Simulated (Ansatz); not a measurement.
What does this script print? It uses Ansatz 0.2.0 through its Python package.

`ba3moo6.xyz`
```text
10
Lattice="0.0 4.48892517 4.48892517 4.48892517 0.0 4.48892517 4.48892517 4.48892517 0.0" Properties=species:S:1:pos:R:3 pbc="T T T"
Ba    2.24446258    2.24446258    2.24446258
Ba    6.73338775    6.73338775    6.73338775
Ba    4.48892517    4.48892517    4.48892517
Mo    0.00000000    0.00000000    0.00000000
O     1.95055470    4.48892517    4.48892517
O     7.02729564    4.48892517    4.48892517
O     4.48892517    1.95055470    4.48892517
O     4.48892517    7.02729564    4.48892517
O     4.48892517    4.48892517    1.95055470
O     4.48892517    4.48892517    7.02729564
```

`scf.py`
```python
# -*- coding: utf-8 -*-
"""Self-consistent field of Ba3MoO6 at the given structure."""

import warnings

import ansatz as az
import numpy as np

warnings.simplefilter("ignore", az.DeckWarning)

structure = az.Crystal.from_extxyz("ba3moo6.xyz")

# the calculation
job = structure.calculation().kpoints(4, 4, 4).functional("r2scan").occupations("Fixed").density()
def show(event):
    row = event["data"]
    if event["event"] == "scf_iter" and row.get("harris_foulkes_ev") is not None:
        print(f"  iteration {row['iter']:3d}  Harris-Foulkes {row['harris_foulkes_ev']:.5f} eV  residual {row['dr2_ev']:.2e}")


outcome = job.session().plan().execute(on_event=show)
report = outcome.report

for key in ("converged", "n_iterations", "n_electrons", "n_kpoints", "n_pw", "n_symmetry_ops", "free_energy_ev", "fermi_energy_ev"):
    print(f"{key:18s} {report[key]}")

rho = outcome.density()
total = sum(ch.density_e_per_ang3 for ch in rho.channels[:2]) if len(rho.channels) < 3 else rho.channels[0].density_e_per_ang3
print("grid", rho.dims, "electrons", round(float(total.mean() * rho.cell_volume_ang3), 4))
print(f"density range {total.min():.4f} to {total.max():.4f} e/A^3")
print(np.array2string(total[:: max(rho.dims[0] // 8, 1), :: max(rho.dims[1] // 8, 1), 0], precision=3, suppress_small=True))

print("energy terms (eV)")
for term, value in report["components"].items():
    if abs(value) > 1e-9:
        print(f"  {term:26s} {value:16.5f}")
```

`python scf.py` gives:
```text
  iteration   1  Harris-Foulkes -26283.61314 eV  residual 5.32e-01
  iteration   2  Harris-Foulkes -26283.80725 eV  residual 1.17e-01
  iteration   3  Harris-Foulkes -26283.78909 eV  residual 1.45e-02
  iteration   4  Harris-Foulkes -26283.78412 eV  residual 6.55e-04
  iteration   5  Harris-Foulkes -26283.78413 eV  residual 7.71e-05
  iteration   6  Harris-Foulkes -26283.78399 eV  residual 1.11e-05
  iteration   7  Harris-Foulkes -26283.78399 eV  residual 2.06e-07
  iteration   8  Harris-Foulkes -26283.78399 eV  residual 1.02e-08
converged          True
n_iterations       8
n_electrons        80.0
n_kpoints          8
n_pw               4621
n_symmetry_ops     48
free_energy_ev     -26283.783993723966
fermi_energy_ev    7.631686442020633
grid (48, 48, 48) electrons 80.0
density range 0.0168 to 7.4393 e/A^3
[[6.087 1.553 0.147 0.039 0.017 0.039 0.147 1.553]
 [1.553 0.268 0.109 0.042 0.042 0.109 0.268 1.553]
 [0.147 0.109 0.09  0.17  0.09  0.109 0.147 0.268]
 [0.039 0.042 0.17  0.17  0.042 0.039 0.109 0.109]
 [0.017 0.042 0.09  0.042 0.017 0.042 0.09  0.042]
 [0.039 0.109 0.109 0.039 0.042 0.17  0.17  0.042]
 [0.147 0.268 0.147 0.109 0.09  0.17  0.09  0.109]
 [1.553 1.553 0.268 0.109 0.042 0.042 0.109 0.268]]
energy terms (eV)
  e_band                           -368.01421
  e_kinetic                        1992.06349
  e_local                         -4884.56490
  e_nonlocal                        585.98771
  e_hartree                        1829.32510
  e_xc                            -1092.12881
  e_vxc                           -1336.57526
  e_paw                          -19925.96375
  e_vpaw                           -464.12062
  e_augmentation_tail                 0.00633
  e_vtau                             80.53813
  e_ewald                         -4788.30757
  e_core_change                      -0.20160
```

Notes:
- Absolute energies stand on the zero of these potentials, so only differences at equal settings mean something. A total without «per atom» is that of the cell as typed.
- Spin is left out of this run.
- The energy terms are those on the plane-wave grid, with the one-centre PAW part apart; e_band, e_vxc and e_vpaw aren't summands of the total.
- Under fixed occupations the level called the Fermi level is the highest filled one on the SCF mesh; off the mesh a filled band can lie a little above it.
- Only differences from the Fermi energy are physical; the zero of the scale is a convention.
- Densities and potentials on the grid are those of the valence electrons, and inside the cores they hang on the potentials used.
- The structure comes from a database of computed cells and needn't be a stable or known phase.
- Levels are Kohn-Sham eigenvalues on this mesh, without spin-orbit coupling.
- Hardware and time: 17 s on 1 thread of Intel(R) Xeon(R) Platinum 8259CL CPU @ 2.50GHz (Skylake/Cascade Lake), on a shared host, peak memory 0.91 GiB.
